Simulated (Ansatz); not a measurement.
RuAu:

```xyz
2
Lattice="3.1648 0.0000 0.0000 0.0000 3.1648 0.0000 0.0000 0.0000 3.1648" Properties=species:S:1:pos:R:3 pbc="T T T"
Ru    0.0000    0.0000    0.0000
Au    1.5824    1.5824    1.5824
```

The cell was built by a generator and needn't be a form met in nature.

Program: Ansatz 0.2.0. Alike in all runs: potentials or basis Ansatz PAW; cell as given; cutoff (eV) 420; smearing fermi-dirac 0.05 eV.

Question: Order these runs on this cell by their pressure, lowest first.
A. level BLYP; spin off; k mesh 5 × 5 × 5; mesh quality coarse
B. level PBE; spin off; k mesh 8 × 8 × 8; mesh quality not flagged
C. level PBEsol; spin SOC, no magnetisation; k mesh 8 × 8 × 8; points for each segment of the path 14; mesh quality not flagged
D. level RPBE; spin off; k mesh 5 × 5 × 5; mesh quality coarse
E. level LDA; spin off; k mesh 5 × 5 × 5; mesh quality coarse

Answer: E (-14.7 GPa), C (-9.7 GPa), B (0.4 GPa), D (3.5 GPa), A (11.6 GPa).

Caveats: some runs use coarse meshes; the PAW data sets come from PBE, with cores solved anew for the run's functional, which leaves a small shift of forces and pressure (some runs); the density of states is complete only up to the lowest level of the last band computed (some runs); the potentials were made for another functional, which shifts forces and pressure (some runs).

Not every run made on this cell is shown here.
